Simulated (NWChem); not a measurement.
# One shape, several levels: BrCl (bromine chloride)

Aim: a comparison of 4 runs (HF/STO-3G, HF/3-21G, B3LYP/6-31G*) of BrCl (bromine chloride). 

Program for the calculation: NWChem 7.3.0.

2 further runs of the same task are left out: 1 that didn't finish, 1 set aside as unsound or not needed.

## 1. The structure to begin with

BrCl has 2 atoms, charge 0, and is taken as a singlet. As SMILES, `ClBr`. The bond length is the measured one.

Bond lengths: Cl1–Br2 2.136 Å.

## 2. Energy and forces at HF/STO-3G (run 1)

geom.xyz reads:

```xyz
2
BrCl gradient
Cl     0.000000     0.000000     0.000000
Br     0.000000     0.000000     2.136065
```

geom.nw reads:

```
start geom
title "BrCl gradient"
memory 2200 mb

geometry units angstrom noautosym nocenter noautoz
  load format xyz geom.xyz
end

basis spherical bse
  * library STO-3G
end

scf
  singlet
  rhf
  thresh 1e-08
  maxiter 80
end

task scf gradient
```

Command:

```console
$ nwchem geom.nw > geom.out
```

The program printed:

```text
[...]
  functions       =    27
[...]
  wavefunction    = RHF
[...]
         Total SCF energy =  -2999.226300011945
      One-electron energy =  -4483.379367942200
      Two-electron energy =   1336.750969607020
 Nuclear repulsion energy =    147.402098323235
        Time for solution =      0.5s
[...]
                         RHF ENERGY GRADIENTS
    atom               coordinates                        gradient
                 x          y          z           x          y          z
   1 Cl      0.000000   0.000000   0.000000    0.000000  -0.000000   0.022351
   2 Br      0.000000   0.000000   4.036578   -0.000000   0.000000  -0.022351
[...]
```

It took 1.4 s on 1 thread of Intel Xeon Platinum 8559C (Emerald Rapids), shared host; peak memory 0.099 GiB.

## 3. Energy and gradient at HF/3-21G (run 2)

brcl.nw reads:

```
start brcl
memory stack 880 mb heap 220 mb global 1100 mb

geometry units au noautosym nocenter noautoz
Cl     0.00000000     0.00000000     0.00000000
Br     0.00000000     0.00000000     4.03657783
end

basis spherical bse
* library 3-21G
end

scf
nopen 0
rhf
thresh 1e-08
maxiter 80
print medium
end

task scf gradient
```

Command:

```console
$ nwchem brcl.nw > brcl.out
```

The program printed:

```text
[...]
  functions       =    35
[...]
  wavefunction    = RHF
[...]
         Total SCF energy =  -3017.302310596622
      One-electron energy =  -4495.469601659491
      Two-electron energy =   1330.765203190827
 Nuclear repulsion energy =    147.402087872043
        Time for solution =      0.8s
[...]
                         RHF ENERGY GRADIENTS
    atom               coordinates                        gradient
                 x          y          z           x          y          z
   1 Cl      0.000000   0.000000   0.000000    0.000000  -0.000000   0.076603
   2 Br      0.000000   0.000000   4.036578   -0.000000   0.000000  -0.076603
[...]
```

Wall time 1.9 s (1 thread of Intel Xeon Platinum 8559C (Emerald Rapids), shared host); peak memory 0.095 GiB.

## 4. Energy and gradient at B3LYP/6-31G(d) (spherical functions) (run 3)

run.py reads:

```python
from ase import Atoms
from ase.calculators.nwchem import NWChem

mol = Atoms(['Cl', 'Br'], positions=[
    [0.000000, 0.000000, 0.000000],
    [0.000000, 0.000000, 2.136065],
])

calc = NWChem(
    label='brcl',
    theory='dft',
    memory='2200 mb',
    basis='6-31G*',
    basispar='spherical bse',
    dft={'xc': 'b3lyp', 'mult': '1', 'grid': 'xfine', 'convergence': 'energy 1e-08', 'iterations': '100', 'mulliken': None, 'print': 'low'},
)
mol.calc = calc

forces = mol.get_forces()
print(f"energy = {mol.get_potential_energy():.6f} eV")
print("forces (eV/A):")
for s, f in zip(mol.symbols, forces):
    print(f"{s:2s} {f[0]:10.5f} {f[1]:10.5f} {f[2]:10.5f}")
```

Command:

```console
$ export ASE_NWCHEM_COMMAND="nwchem PREFIX.nwi > PREFIX.nwo"
$ python run.py
```

The program printed:

```text
energy = -82560.438895 eV
forces (eV/A):
Cl    0.00000   -0.00000   -0.87628
Br   -0.00000    0.00000    0.87628
```

The calculator wrote brcl.nwi:

```
title "brcl"

permanent_dir brcl

scratch_dir brcl

start brcl

geometry units angstrom nocenter noautosym noautoz
  Cl 0.0000000000000000e+00 0.0000000000000000e+00 0.0000000000000000e+00
  Br 0.0000000000000000e+00 0.0000000000000000e+00 2.1360649999999999e+00
end

memory 2200 mb

basis spherical bse noprint
   * library 6-31G*
end

dft
  xc b3lyp
  mult 1
  grid xfine
  convergence energy 1e-08
  iterations 100
  mulliken
  print low
end

task dft gradient
```

brcl.nwo, shortened:

```text
[...]
         Total DFT energy =    -3034.040192639784
      One electron energy =    -4509.608258752892
           Coulomb energy =     1447.762351872755
    Exchange-Corr. energy =     -119.596384082881
 Nuclear repulsion energy =      147.402098323235
[... 1 line left out ...]
 Numeric. integr. density =       52.000000002613
[...]
      Total Density - Mulliken Population Analysis
     ---------------------------------------------
    Atom       Charge   Shell Charges
 -----------   ------   -------------------------------------------------------
    1 Cl  17    17.05   2.00  2.00  5.97  1.45  3.54  0.53  1.54  0.02
    2 Br  35    34.95   2.00  2.00  6.00  2.00  5.99  1.67  3.72  0.31  1.21  6.95  2.92  0.19
[...]
                         DFT ENERGY GRADIENTS
    atom               coordinates                        gradient
                 x          y          z           x          y          z
   1 Cl      0.000000   0.000000   0.000000   -0.000000   0.000000   0.017041
   2 Br      0.000000   0.000000   4.036578    0.000000  -0.000000  -0.017041
 Task  times  cpu:        9.3s     wall:        9.3s
 Total times  cpu:        9.3s     wall:        9.3s
```

Wall time 11 s (1 thread of Intel Xeon Platinum 8559C (Emerald Rapids), shared host); peak memory 0.11 GiB.

## 5. Energy and forces at B3LYP/6-31G(d) (Cartesian functions) (run 4)

brcl.nw reads:

```
START brcl
TITLE "BrCl gradient"
memory 2200 mb

GEOMETRY units angstrom noautosym nocenter noautoz
  Cl     0.000000     0.000000     0.000000
  Br     0.000000     0.000000     2.136065
END

BASIS cartesian
  Cl library 6-31G*
  Br library 6-31G*
END

DFT
  xc b3lyp
  grid xfine
  convergence energy 1e-08
  maxiter 100
  mulliken
  print medium
END

TASK dft gradient
```

Command:

```console
$ nwchem brcl.nw > brcl.out
```

The program printed:

```text
[...]
          Wavefunction type:  closed shell.
          No. of atoms     :     2
          No. of electrons :    52
[...]
          Charge           :     0
          Spin multiplicity:     1
[...]
          AO basis - number of functions:    54
[...]
              XC Information
              --------------
                         B3LYP Method XC Potential
                     Hartree-Fock (Exact) Exchange  0.200
                        Slater Exchange Functional  0.800 local
                    Becke 1988 Exchange Functional  0.720 non-local
              Lee-Yang-Parr Correlation Functional  0.810
                  VWN I RPA Correlation Functional  0.190 local
[...]
 d= 0,ls=0.0,diis     1  -3034.0240262077 -3.18D+03  1.33D-02  1.48D+00     1.1
[...]
 d= 0,ls=0.0,diis     8  -3034.0525151003 -7.44D-09  4.74D-07  5.09D-10     5.9
         Total DFT energy =    -3034.052515100313
      One electron energy =    -4509.460316065641
           Coulomb energy =     1447.544581003699
    Exchange-Corr. energy =     -119.538878361606
 Nuclear repulsion energy =      147.402098323235
[...]
      Total Density - Mulliken Population Analysis
     ---------------------------------------------
    Atom       Charge   Shell Charges
 -----------   ------   -------------------------------------------------------
    1 Cl  17    17.05   2.00  1.99  5.97  1.50  3.54  0.54  1.54 -0.02
    2 Br  35    34.95   2.00  1.99  6.00  1.93  5.99  1.65  3.72  0.34  1.21  7.02  2.95  0.16
[...]
  wavefunction    = closed shell
                         DFT ENERGY GRADIENTS
    atom               coordinates                        gradient
                 x          y          z           x          y          z
   1 Cl      0.000000   0.000000   0.000000   -0.000000   0.000000   0.017228
   2 Br      0.000000   0.000000   4.036578    0.000000  -0.000000  -0.017228
[...]
```

It took 9.9 s on 1 thread of Intel Xeon Platinum 8559C (Emerald Rapids), shared host; peak memory 0.11 GiB.

## 6. The series

```csv
run,level,iteration cap,module,energy (Eh),dipole moment (D),HOMO energy (eV),LUMO energy (eV),wall time
1,HF/STO-3G,80,scf,-2999.226300,1.17,-9.51,4.10,1.4 s
2,HF/3-21G,80,scf,-3017.302311,1.14,-11.58,0.29,1.9 s
3,B3LYP/6-31G* (spherical functions),100,dft,-3034.040193,–,–,–,11 s
4,B3LYP/6-31G* (Cartesian functions),100,dft,-3034.052515,0.54,-8.07,-3.67,9.9 s
```

## 7. What came out

| quantity | value |
| --- | --- |
| run 4: total energy | -3034.05252 Eh |
| run 4: dipole moment | 0.54 D |
| run 4: HOMO energy | -8.07 eV |
| run 4: LUMO energy | -3.67 eV |
| run 4: HOMO–LUMO gap | 4.40 eV |
| run 4: largest force on an atom | 0.886 eV/Å |

Over runs 1, 2, 4 the dipole moment (its size) runs from 0.54 D (B3LYP/6-31G*) to 1.17 D (HF/STO-3G). The two ends differ in method and basis. Over runs 1, 2, 4 the HOMO–LUMO gap runs from 4.40 eV (B3LYP/6-31G*) to 13.61 eV (HF/STO-3G). In run 1 the basis is minimal, so the values are rough. All runs together took 24 s, the longest 11 s.
